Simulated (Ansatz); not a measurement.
# BaCuGe: phonons and Grüneisen parameters

How does the lattice vibrate, and how do the modes shift with volume? Displacements sample a 2×2×2 mesh. Runs: cell and atoms relaxed (PAW); reference run (PAW); volume scaled by 0.980 (PAW).

Program: Ansatz 0.2.0. Level of theory: DFT r²SCAN, frozen-core PAW, scalar-relativistic unless said. These are calculated values, not measurements.

1 further run of the same task is left out (it didn't finish).

**1. The system as given**

Symmetry: P-6m2, No. 187, hexagonal system. Conventional cell: a = 4.234 Å, b = 4.234 Å, c = 5.046 Å, α = 90.00°, β = 90.00°, γ = 120.00°. Around Ba (site symmetry -6m2) lie 6 Cu at 3.51 Å and 6 Ge at 3.51 Å. Around Cu (site symmetry -6m2) lie 3 Ge at 2.44 Å. Ge (site symmetry -6m2) is surrounded by 3 Cu at 2.44 Å.

Coordinates:

```xyz
3
Lattice="4.2343 0.0000 0.0000 -2.1172 3.6670 0.0000 0.0000 0.0000 5.0455" Properties=species:S:1:pos:R:3 pbc="T T T"
Ba    0.0000    0.0000    0.0000
Cu    0.0000    2.4447    2.5228
Ge    2.1172    1.2223    2.5228
```

Cartesian axes are those of the input's lattice vectors. The structure goes back to a database entry.

**2. Cell and atoms relaxed, PAW**

Contents of input.yaml:

```yaml
crystal:
  lattice:
    - [4.23432218268, 0.0, 0.0]
    - [-2.11716109134, 3.66703057801, 0.0]
    - [0.0, 0.0, 5.04550393]
  atoms:
    - { symbol: Ba, position: [0.0, 0.0, 0.0] }
    - { symbol: Cu, position: [0.333333333333, 0.666666666667, 0.5] }
    - { symbol: Ge, position: [0.666666666667, 0.333333333333, 0.5] }
kpoints:
  mp_grid: { grid: [10, 10, 8] }
scf:
  occupations: { method: fermi_dirac, width: 0.08 }
hamiltonian:
  xc: r2scan
  pseudopotentials: { kind: paw }
relax:
  f_tol: 0.002
  max_steps: 80
  cell: {}
output:
  forces: true
  stress: true
```

Run with:

```
$ ansatz run input.yaml --threads 2 --pin off --max-ram 6144MiB --backend cpu --events-out ev --progress --plain --runs-dir out
```

**3. Reference run, PAW**

Contents of input.yaml:

```yaml
crystal:
  lattice:
    - [4.24060340658, 0.0, 0.0]
    - [-2.12030170329, 3.67247027747, 0.0]
    - [0.0, 0.0, 5.00010123536]
  atoms:
    - { symbol: Ba, position: [0.0, 0.0, 0.0] }
    - { symbol: Cu, position: [0.333333333333, 0.666666666667, 0.5] }
    - { symbol: Ge, position: [0.666666666667, 0.333333333333, 0.5] }
kpoints:
  mp_grid: { grid: [10, 10, 8] }
scf:
  occupations: { method: fermi_dirac, width: 0.08 }
hamiltonian:
  xc: r2scan
  pseudopotentials: { kind: paw }
phonons:
  qmesh: [2, 2, 2]
  qpath:
    path:
      - [0.0, 0.0, 0.0]
      - [0.5, 0.0, 0.0]
      - [0.3333333333, 0.3333333333, 0.0]
      - [0.0, 0.0, 0.0]
      - [0.0, 0.0, 0.5]
      - [0.5, 0.0, 0.5]
      - [0.3333333333, 0.3333333333, 0.5]
      - [0.0, 0.0, 0.5]
      - [0.5, 0.0, 0.5]
    npoints: 6
  temperatures: { t_min: 0, t_max: 1000, t_step: 100 }
```

**4. Volume scaled by 0.980, PAW**

input.yaml, as its differences from that of step 3:

```diff
@@ -2,5 +2,5 @@
   lattice:
-    - [4.24060340658, 0.0, 0.0]
-    - [-2.12030170329, 3.67247027747, 0.0]
-    - [0.0, 0.0, 5.00010123536]
+    - [4.21214212347, 0.0, 0.0]
+    - [-2.10607106174, 3.64782208328, 0.0]
+    - [0.0, 0.0, 4.96654249781]
   atoms:
```

(Steps that only read results are left out.)

Q: Predict the outcome of this session. Wanted: highest mode on the mesh, without the LO shift; optical modes at Γ.

**Answer**, as computed:

| quantity | value |
| --- | --- |
| highest mode on the mesh, without the LO shift (PAW) | 199 cm⁻¹ |
| optical modes at Γ | 89 (E'), 109 (A2''), 120 (A2''), 199 (E') cm⁻¹ |

What this shows: No mode on the mesh is unstable; the highest lies at 199 cm⁻¹ by PAW. Each set of modes is computed in the harmonic approximation. Cautions: frozen-core PAW files fitted under PBE, their cores solved anew for the functional of the run; responses of metals move with mesh and smearing.
